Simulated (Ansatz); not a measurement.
# CH7FO2Si2: up Jacob's ladder to CCSD(T)

The task here is to estimate one member of a computed series from the others.

Method: functionals in def2-TZVPP, the program's frozen cores in correlated methods; program: Ansatz 0.2.0, Gaussian basis.

Levels to be run: PBE-D4, r2SCAN-D4, PBE0-D4, B3LYP-D4, ωB97X-V, ωB97M-V, B2PLYP; CCSD(T)/def2-TZVPP; MP2/def2-QZVPP; extrapolation to the limit.

## The relaxed structure

All runs share one geometry, relaxed beforehand with PBE0-D4 in a triple-zeta def2 set.

SMILES `C[Si@H](O)[Si@H](O)F`, 13 atoms, charge 0, spin multiplicity 1.

Atoms are counted from 1 here; the program's logs count them from 0.

Bond lengths: C1–Si2 1.866 Å, C1–H7 1.093 Å, C1–H8 1.092 Å, C1–H9 1.094 Å, Si2–O3 1.656 Å, Si2–Si4 2.346 Å, Si2–H10 1.494 Å, O3–H11 0.958 Å, Si4–O5 1.641 Å, Si4–F6 1.605 Å, Si4–H12 1.490 Å, O5–H13 0.959 Å. Angles: Si2–C1–H7 111.3°, Si2–C1–H8 111.3°, Si2–C1–H9 109.7°, H7–C1–H8 108.2°, H7–C1–H9 108.1°, H8–C1–H9 108.2°, C1–Si2–O3 112.7°, C1–Si2–Si4 110.6°, C1–Si2–H10 108.6°, O3–Si2–Si4 105.0°, O3–Si2–H10 110.3°, Si4–Si2–H10 109.7°, Si2–O3–H11 118.0°, Si2–Si4–O5 105.5°, Si2–Si4–F6 110.7°, Si2–Si4–H12 115.9°, O5–Si4–F6 109.8°, O5–Si4–H12 110.2° and more.

Set-up of the first run:

Input file in.yaml:

```yaml
crystal:
  periodic: [false, false, false]
  atoms:
    - {symbol: C, position_ang: [-0.042681, -1.573042, 0.985638]}
    - {symbol: Si, position_ang: [-0.150759, 0.283673, 0.828696]}
    - {symbol: O, position_ang: [-1.641992, 0.873199, 1.243051]}
    - {symbol: Si, position_ang: [0.163420, 0.944593, -1.400169]}
    - {symbol: O, position_ang: [1.499583, 0.140105, -1.911806]}
    - {symbol: F, position_ang: [0.413304, 2.526824, -1.493769]}
    - {symbol: H, position_ang: [-0.167212, -1.892193, 2.023918]}
    - {symbol: H, position_ang: [-0.807915, -2.066825, 0.382222]}
    - {symbol: H, position_ang: [0.936905, -1.916001, 0.640861]}
    - {symbol: H, position_ang: [0.905147, 0.896269, 1.690051]}
    - {symbol: H, position_ang: [-1.867749, 0.911620, 2.173097]}
    - {symbol: H, position_ang: [-0.977445, 0.685586, -2.322396]}
    - {symbol: H, position_ang: [1.737404, 0.186184, -2.839385]}
basis:
  gaussian: {orbitals: def2-TZVPP}
hamiltonian: {xc: pbe, dispersion: d4}
output: {forces: true, orbitals: {seedname: orbitals}}
```

On the command line:

```console
> ansatz run in.yaml --threads 2 --pin off --events-out ev --progress --plain --max-ram 22528MiB --backend cuda --devices 0, --max-vram 18GiB
```

Steps of the session up to this table: PBE-D4 (GGA); r2SCAN-D4 (meta-GGA); PBE0-D4 (hybrid); B3LYP-D4 (hybrid); ωB97X-V (range-separated); ωB97M-V (range-separated); B2PLYP (double hybrid); CCSD(T) in def2-TZVPP; MP2 in def2-QZVPP.

One table of the session follows, with a row left open; its other results are not shown here.

```
            method  atomisation energy (kJ/mol)
            PBE-D4                       4948.3
         r2SCAN-D4                       4916.4
           PBE0-D4                            ?
          B3LYP-D4                       4892.3
           ωB97X-V                       4929.7
           ωB97M-V                       4920.8
            B2PLYP                       4853.6
     HF/def2-TZVPP                       3609.1
    MP2/def2-TZVPP                       4887.4
   CCSD/def2-TZVPP                       4728.8
CCSD(T)/def2-TZVPP                       4792.6
           MP2/CBS                       5031.6
       CCSD(T)/CBS                       4936.9
```

Q: Estimate the row for PBE0-D4 from the others.

**Answer.** atomisation energy (kJ/mol): 4864.9. In the column «atomisation energy (kJ/mol)» it lies between B2PLYP (4853.6) and MP2/def2-TZVPP (4887.4).

To keep in mind: Free atoms (1 C, 2 Si, 2 O, 1 F, 7 H) were run apart at each level; the atomisation energy is their sum less the molecule, without zero-point or spin-orbit terms.
